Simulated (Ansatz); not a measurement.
# H₇NOSi (built from SMILES N[SiH3].O): a barrier at many levels of theory

How high is the barrier of this step (Si1–O7 formed, H2–H6 formed, Si1–H2 broken, H6–O7 broken), and how far do cheaper methods land from CCSD(T)?

Program: Ansatz 0.2.0, Gaussian basis. Level of theory: single points in def2-TZVPP on PBE0-D4/def2-TZVP structures. These are calculated values, not measurements.

Levels: SPW92, PBE-D4, BLYP-D4, r2SCAN-D4, B97M-V, PBE0-D4, B3LYP-D4, r2SCAN0-D4, BHLYP-D4, CAM-B3LYP-D4, wB97X-V, wB97M-V, B2PLYP, PBE-QIDH, RPA on PBE, Hartree-Fock, MP2, CCSD, CCSD(T). The reference is CCSD(T) at the basis limit, from triple and quadruple zeta. Zero-point energies come from PBE0-D4 vibrations.

Cores are frozen in the correlated methods. B3LYP uses VWN-RPA correlation. B2PLYP carries no dispersion term here.

80 further runs of the same task are left out: 80 set aside as unsound or not needed.

## Step 1: Start, saddle and end, as given

Charge 0, multiplicity 1. The folders r, ts and p hold the start, the saddle and the end; their coordinates stand in the first inputs.

| pair | r (Å) | ts (Å) | p (Å) |
| --- | --- | --- | --- |
| Si1–O7 | 3.071 | 1.875 | 1.651 |
| H2–H6 | 2.735 | 1.176 | 0.748 |
| Si1–H2 | 1.486 | 1.750 | 3.916 |
| H6–O7 | 0.960 | 1.111 | 2.690 |

## Step 2: SPW92/def2-TZVPP

r/in.yaml reads:

```yaml
crystal:
  periodic: [false, false, false]
  atoms:
    - {symbol: Si, position_ang: [-0.230697, -0.185112, 0.395502]}
    - {symbol: H, position_ang: [1.115079, -0.725614, 0.072057]}
    - {symbol: H, position_ang: [-1.226075, -0.792933, -0.529879]}
    - {symbol: H, position_ang: [-0.274706, 1.292128, 0.244130]}
    - {symbol: N, position_ang: [-0.491297, -0.507773, 2.072999]}
    - {symbol: H, position_ang: [1.473300, 0.266361, -2.450870]}
    - {symbol: O, position_ang: [0.579761, 0.617667, -2.455626]}
    - {symbol: H, position_ang: [-1.278709, -0.082832, 2.536911]}
    - {symbol: H, position_ang: [-0.346665, -1.442703, 2.420548]}
    - {symbol: H, position_ang: [0.680108, 1.560714, -2.305773]}
basis:
  gaussian: {orbitals: def2-TZVPP}
hamiltonian: {xc: lda}
```

ts/in.yaml reads:

```yaml
crystal:
  periodic: [false, false, false]
  atoms:
    - {symbol: Si, position_ang: [-0.536853, -0.102319, -0.176271]}
    - {symbol: H, position_ang: [0.780702, -1.207501, -0.501938]}
    - {symbol: H, position_ang: [-1.468645, -1.053461, -0.835009]}
    - {symbol: H, position_ang: [-1.355558, 1.161516, -0.105983]}
    - {symbol: N, position_ang: [-0.053329, -0.148758, 1.460558]}
    - {symbol: H, position_ang: [1.081356, -0.280882, -1.161257]}
    - {symbol: O, position_ang: [0.576824, 0.655691, -1.480232]}
    - {symbol: H, position_ang: [-0.538662, 0.395984, 2.154330]}
    - {symbol: H, position_ang: [0.503830, -0.891710, 1.846233]}
    - {symbol: H, position_ang: [1.010435, 1.471339, -1.200430]}
basis:
  gaussian: {orbitals: def2-TZVPP}
hamiltonian: {xc: lda}
```

p/in.yaml reads:

```yaml
crystal:
  periodic: [false, false, false]
  atoms:
    - {symbol: Si, position_ang: [-0.901289, 0.429855, -0.149359]}
    - {symbol: H, position_ang: [1.992045, -2.102599, -0.893743]}
    - {symbol: H, position_ang: [-1.572682, -0.724362, -0.785416]}
    - {symbol: H, position_ang: [-1.818579, 1.579690, 0.069730]}
    - {symbol: N, position_ang: [-0.345353, 0.014619, 1.407496]}
    - {symbol: H, position_ang: [1.700385, -1.449200, -1.110872]}
    - {symbol: O, position_ang: [0.260803, 0.818741, -1.256208]}
    - {symbol: H, position_ang: [-0.355736, 0.665222, 2.173085]}
    - {symbol: H, position_ang: [0.214873, -0.798230, 1.599424]}
    - {symbol: H, position_ang: [0.825633, 1.566165, -1.054134]}
basis:
  gaussian: {orbitals: def2-TZVPP}
hamiltonian: {xc: lda}
```

One command serves all of them, each in its own folder.

Run with:

```sh
ansatz run in.yaml --threads 2 --pin off --events-out ev --progress --plain --max-ram 4352MiB
```

After this run come: PBE-D4/def2-TZVPP; BLYP-D4/def2-TZVPP; r2SCAN-D4/def2-TZVPP; B97M-V/def2-TZVPP; PBE0-D4/def2-TZVPP; B3LYP-D4/def2-TZVPP; r2SCAN0-D4/def2-TZVPP; BHLYP-D4/def2-TZVPP; CAM-B3LYP-D4/def2-TZVPP; wB97X-V/def2-TZVPP; wB97M-V/def2-TZVPP; B2PLYP/def2-TZVPP; PBE-QIDH/def2-TZVPP; RPA on PBE/def2-TZVPP; CCSD(T)/def2-TZVPP; MP2/def2-QZVPP; Vibrations of the start structure; Vibrations of the end structure.

What does the calculation give? Wanted: barrier, CCSD(T)/CBS; reverse barrier, CCSD(T)/CBS; step energy, CCSD(T)/CBS; barrier with zero-point energy; step energy with zero-point energy; imaginary mode at the saddle; largest T1 diagnostic.

As calculated:

| quantity | value |
| --- | --- |
| barrier, CCSD(T)/CBS | 141.9 kJ/mol |
| reverse barrier, CCSD(T)/CBS | 226.7 kJ/mol |
| step energy, CCSD(T)/CBS | -84.8 kJ/mol |
| barrier with zero-point energy | 140.3 kJ/mol |
| step energy with zero-point energy | -96.4 kJ/mol |
| imaginary mode at the saddle | 1077i cm⁻¹ |
| largest T1 diagnostic | 0.011 |

What this shows: B2PLYP is the best functional here (-1.1 kJ/mol from CCSD(T)/CBS); SPW92 is the worst (-68.7 kJ/mol). Mean unsigned error by rung: LDA 68.7, GGA 22.9, meta-GGA 20.1, hybrid 12.0, range-separated hybrid 6.8, double hybrid 4.8 kJ/mol. PBE-D4 gives a barrier 31.8 kJ/mol too low, outside chemical accuracy (1 kcal/mol, 4.2 kJ/mol). Every functional without exact exchange puts the barrier too low, the usual mark of self-interaction error, which favours the spread-out density of a saddle. The barrier rises with the share of exact exchange, from BLYP-D4 through B3LYP-D4 to BHLYP-D4 (-13.9, -5.5, +9.9 kJ/mol). Hartree-Fock, with no correlation, is off by +57.2 kJ/mol. Zero-point motion lowers the barrier by 1.6 kJ/mol.
